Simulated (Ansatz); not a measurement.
Crystal: HfIn4SiO6.

```
CELL_PARAMETERS angstrom
5.27743 0.00000 0.00000
-2.63872 4.57039 0.00000
0.00000 0.00000 10.55905
ATOMIC_POSITIONS crystal
Hf 0.66667 0.33333 0.00000
In 0.00000 0.00000 0.30446
In 0.00000 0.00000 0.69554
In 0.33333 0.66667 0.78919
In 0.33333 0.66667 0.21081
Si 0.00000 0.00000 0.00000
O 0.97300 0.70496 0.89972
O 0.29504 0.02700 0.10028
O 0.29504 0.26804 0.89972
O 0.73196 0.70496 0.10028
O 0.73196 0.02700 0.89972
O 0.97300 0.26804 0.10028
```

The cell was built by a generator and needn't be a form met in nature.

* Program: Ansatz 0.2.0
* Task: relaxation of cell and atoms
* Functional: r2SCAN
* Dispersion: rVV10
* Potentials or basis: Ansatz PAW
* Cutoff: 500 eV (not typed: the program's choice for these potentials)
* k mesh: 4 × 4 × 2
* Occupations: fermi-dirac, width 0.05 eV
* Spin: no spin polarisation

At the start: volume 21.22 Å³/atom.

Where does the relaxation end?

It ends after 9 steps and the volume is 18.98 Å³/atom (-10.6 %); space group P312 (No. 149, to 0.05 Å).

The path:
| step | energy change (eV) | largest force (eV/Å) | volume (Å³) |
| --- | --- | --- | --- |
| 1 | 0.0000 | 0.3188 | 254.68 |
| 2 | -0.1292 | 0.4143 | 239.46 |
| 3 | -0.2041 | 0.1293 | 232.70 |
| 4 | -0.2229 | 0.0697 | 230.24 |
| 5 | -0.2281 | 0.0350 | 226.13 |
| 6 | -0.2275 | 0.0866 | 228.57 |
| 7 | -0.2291 | 0.0145 | 227.93 |
| 8 | -0.2292 | 0.0085 | 227.76 |
| 9 | -0.2212 | 0.0089 | 227.76 |

Final structure:
```cif
data_structure
_symmetry_space_group_name_H-M 'P 1'
_symmetry_Int_Tables_number 1
_cell_length_a 5.1495
_cell_length_b 5.1495
_cell_length_c 9.9182
_cell_angle_alpha 90.000
_cell_angle_beta 90.000
_cell_angle_gamma 120.000
_cell_volume 227.76
loop_
_atom_site_label
_atom_site_type_symbol
_atom_site_fract_x
_atom_site_fract_y
_atom_site_fract_z
_atom_site_occupancy
Hf1 Hf 0.66667 0.33333 0.00000 1
In1 In 0.00000 0.00000 0.32298 1
In2 In 0.00000 0.00000 0.67702 1
In3 In 0.33333 0.66667 0.77487 1
In4 In 0.33333 0.66667 0.22513 1
Si1 Si 0.00000 0.00000 0.00000 1
O1 O 0.98110 0.70610 0.89445 1
O2 O 0.29390 0.01890 0.10555 1
O3 O 0.29390 0.27500 0.89445 1
O4 O 0.72500 0.70610 0.10555 1
O5 O 0.72500 0.01890 0.89445 1
O6 O 0.98110 0.27500 0.10555 1
```

Caveat: the plane-wave basis is chosen anew once the cell has moved, so the energies of steps on either side of that aren't comparable; the PAW data sets come from PBE, with cores solved anew for the run's functional, which leaves a small shift of forces and pressure.
